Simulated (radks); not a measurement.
**Ne⁹⁺ in 1s0.75 2s0.25: an all-electron calculation**

What are the levels of the neon ion Ne9+, how large are its shells, and how does its energy divide?

Method: non-relativistic Kohn-Sham, r2SCAN, spin-polarised, spherical densities, point nucleus; open shells are filled with parallel spins first. Code: radks (a radial shooting solver on a logarithmic mesh, Libxc functionals) version 1.

## Step 1: The system

* element: neon (Z = 10)
* charge: +9
* electrons: 1
* configuration: 1s0.75 2s0.25

## Step 2: The run

The run's settings:

```text
Z 10
configuration 1s0.75 2s0.25
relativity non-relativistic
functional r2scan,r2scan
spin polarised
nucleus point
```

The run is started by

```console
$ python run_ks.py task.json out
```

All runs below come from this command, one after another.

Q: Predict the outcome of this run.

As calculated:

| quantity | value |
| --- | --- |
| total energy | -40.71723 hartree |
| exchange-correlation share of it | 5.62 % |
| −T/E | 0.9999 |
| highest occupied level | 2s up, -309.53 eV |
| most extended occupied level | 2s up, <r> = 0.618 bohr |
| radius at density 0.001 e/bohr³ | 1.28 bohr |
| maxima of the radial density | 2 |

**Reading.** The radial density shows 2 maxima for 2 occupied principal shells. The ratio −T/E is 0.9999; for a non-relativistic Coulomb system it is 1 up to the kinetic part of correlation. This is not the tabulated ground configuration, so its levels and sizes aren't those of the ground state, and no measured value stands beside it.
